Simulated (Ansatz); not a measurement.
# CH9AlOSi2: one species, many methods

One table from this session's results is given with a row withheld; the runs are named, their logs left out.

Computed with Ansatz 0.2.0, Gaussian basis. Level: functionals in def2-TZVPP, the program's frozen cores in correlated methods.

Levels to be run: PBE-D4, r2SCAN-D4, PBE0-D4, B3LYP-D4, ωB97X-V, ωB97M-V, B2PLYP; CCSD(T)/def2-TZVPP; MP2/def2-QZVPP; extrapolation to the limit.

## The relaxed structure

All runs share one geometry, relaxed beforehand with PBE0-D4 in a triple-zeta def2 set.

14 atoms, charge 0, spin multiplicity 1.

Atoms are counted from 1 here; the program's logs count them from 0.

Bond lengths: Si1–C2 1.890 Å, Si1–H6 1.489 Å, Si1–H7 1.486 Å, Si1–H8 1.491 Å, C2–O3 1.408 Å, C2–H9 1.099 Å, C2–H10 1.096 Å, O3–Al4 1.694 Å, Al4–Si5 2.455 Å, Al4–H11 1.581 Å, Si5–H12 1.491 Å, Si5–H13 1.491 Å, Si5–H14 1.492 Å. Angles: C2–Si1–H6 111.3°, C2–Si1–H7 110.5°, C2–Si1–H8 107.7°, H6–Si1–H7 109.5°, H6–Si1–H8 109.3°, H7–Si1–H8 108.6°, Si1–C2–O3 109.7°, Si1–C2–H9 109.2°, Si1–C2–H10 110.3°, O3–C2–H9 112.0°, O3–C2–H10 109.1°, H9–C2–H10 106.4°, C2–O3–Al4 133.7°, O3–Al4–Si5 118.4°, O3–Al4–H11 115.1°, Si5–Al4–H11 126.5°, Al4–Si5–H12 111.9°, Al4–Si5–H13 112.0° and more.

The first run:

Input file in.yaml:

```yaml
crystal:
  periodic: [false, false, false]
  atoms:
    - {symbol: Si, position_ang: [-2.156351, 0.070216, -0.707641]}
    - {symbol: C, position_ang: [-0.897533, -1.284759, -0.316486]}
    - {symbol: O, position_ang: [-0.384149, -1.096035, 0.980653]}
    - {symbol: Al, position_ang: [0.912898, -0.205354, 1.608963]}
    - {symbol: Si, position_ang: [2.350789, 1.023315, 0.043512]}
    - {symbol: H, position_ang: [-2.671529, -0.057051, -2.098635]}
    - {symbol: H, position_ang: [-3.291867, 0.016375, 0.248720]}
    - {symbol: H, position_ang: [-1.468944, 1.384362, -0.555986]}
    - {symbol: H, position_ang: [-0.105361, -1.273327, -1.078706]}
    - {symbol: H, position_ang: [-1.370016, -2.272248, -0.376077]}
    - {symbol: H, position_ang: [1.061884, -0.254566, 3.181865]}
    - {symbol: H, position_ang: [3.796397, 0.741512, 0.277510]}
    - {symbol: H, position_ang: [2.050230, 0.683299, -1.376816]}
    - {symbol: H, position_ang: [2.160754, 2.494760, 0.197825]}
basis:
  gaussian: {orbitals: def2-TZVPP}
hamiltonian: {xc: pbe, dispersion: d4}
output: {forces: true, orbitals: {seedname: orbitals}}
```

Run with:

```sh
ansatz run in.yaml --threads 4 --pin off --events-out ev --progress --plain --max-ram 10444MiB
```

Among the steps run: PBE-D4 (GGA); r2SCAN-D4 (meta-GGA); PBE0-D4 (hybrid); B3LYP-D4 (hybrid); ωB97X-V (range-separated); ωB97M-V (range-separated); B2PLYP (double hybrid); CCSD(T) in def2-TZVPP; MP2 in def2-QZVPP.

One of the session's tables, all rows but one given; the rest of the session is left out.

It belongs to the step «Atomisation energies». 

| method | atomisation energy (eV) |
| --- | --- |
| PBE-D4 | 46.049 |
| r2SCAN-D4 | 46.216 |
| PBE0-D4 | 45.667 |
| B3LYP-D4 | 46.142 |
| ωB97X-V | 46.518 |
| ωB97M-V | ? |
| B2PLYP | 45.532 |
| HF/def2-TZVPP | 34.562 |
| MP2/def2-TZVPP | 45.134 |
| CCSD/def2-TZVPP | 44.611 |
| CCSD(T)/def2-TZVPP | 45.105 |
| MP2/CBS | 46.309 |
| CCSD(T)/CBS | 46.280 |

**Question.** Estimate the row for ωB97M-V.

As computed: atomisation energy (eV): 46.221. In the column «atomisation energy (eV)» it lies between r2SCAN-D4 (46.216) and CCSD(T)/CBS (46.280).

To keep in mind: Free atoms (2 Si, 1 C, 1 O, 1 Al, 9 H) were run apart at each level; the atomisation energy is their sum less the molecule, without zero-point or spin-orbit terms.
